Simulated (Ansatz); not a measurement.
# C4H9Br, SMILES CCC(C)Br: a single point from an input written key by key

Computed with Ansatz 0.2.0, Python API.

`c4h9br.yaml`
```yaml
crystal:
  periodic: [false, false, false]
  atoms:
    - { symbol: C, position_ang: [1.3582, -0.7598, -0.6537] }
    - { symbol: C, position_ang: [0.5008, 0.4963, -0.7106] }
    - { symbol: C, position_ang: [-0.329, 0.7112, 0.5558] }
    - { symbol: C, position_ang: [-1.3856, -0.357, 0.7924] }
    - { symbol: Br, position_ang: [-1.2401, 2.4466, 0.4051] }
    - { symbol: H, position_ang: [1.9963, -0.8192, -1.5414] }
    - { symbol: H, position_ang: [0.7436, -1.6643, -0.6274] }
    - { symbol: H, position_ang: [2.0057, -0.7537, 0.2288] }
    - { symbol: H, position_ang: [1.1653, 1.3558, -0.866] }
    - { symbol: H, position_ang: [-0.1505, 0.4451, -1.5922] }
    - { symbol: H, position_ang: [0.3194, 0.8059, 1.433] }
    - { symbol: H, position_ang: [-0.9258, -1.3323, 0.979] }
    - { symbol: H, position_ang: [-2.0025, -0.117, 1.6657] }
    - { symbol: H, position_ang: [-2.0558, -0.4576, -0.0686] }
basis:
  gaussian: { orbitals: def2-SVP }
correlation:
  method: mp2
```

At the Python prompt:
```pycon
>>> import ansatz as az
>>> session = az.Session.from_deck('c4h9br.yaml')
>>> rep = session.plan(threads=1).execute().report
>>> print('reference energy %16.6f eV' % rep['reference_energy_ev'])
reference energy    -74251.925563 eV
>>> print('total energy     %16.6f eV' % rep['free_energy_ev'])
total energy        -74274.073039 eV
>>> print('occupied orbitals outside the frozen core (up, down):', rep['n_occupied'], ' frozen:', rep['n_frozen'], ' virtual:', rep['n_virtual'])
occupied orbitals outside the frozen core (up, down): [21, 21]  frozen: 13  virtual: [99, 99]
>>> symbols = ['C', 'C', 'C', 'C', 'Br', 'H', 'H', 'H', 'H', 'H', 'H', 'H', 'H', 'H']
>>> parts = rep['correlation']
>>> for name in ('random_phase', 'coupled_cluster', 'perturbative'):
...     if name in parts:
...         print(f'{name:16s} {parts[name]["energy"]["hartree"]:12.7f} Ha')
...
>>> if 'second_order' in parts:
...     pair = parts['second_order']
...     print(f'MP2 same spin {pair["same_spin"]["hartree"]:.7f} Ha, opposite spin {pair["opposite_spin"]["hartree"]:.7f} Ha')
...
MP2 same spin -0.2058138 Ha, opposite spin -0.6080909 Ha
```

Reading the output:
- Total energies depend on the basis set; only differences at equal settings carry meaning.
- The geometry is a force-field or estimated start, not a minimum of this method, and the basis set is short of its limit.
- Wall time of the script: 3.2 s on 1 thread of Arm Neoverse V2, on a shared host, peak memory 0.33 GiB.
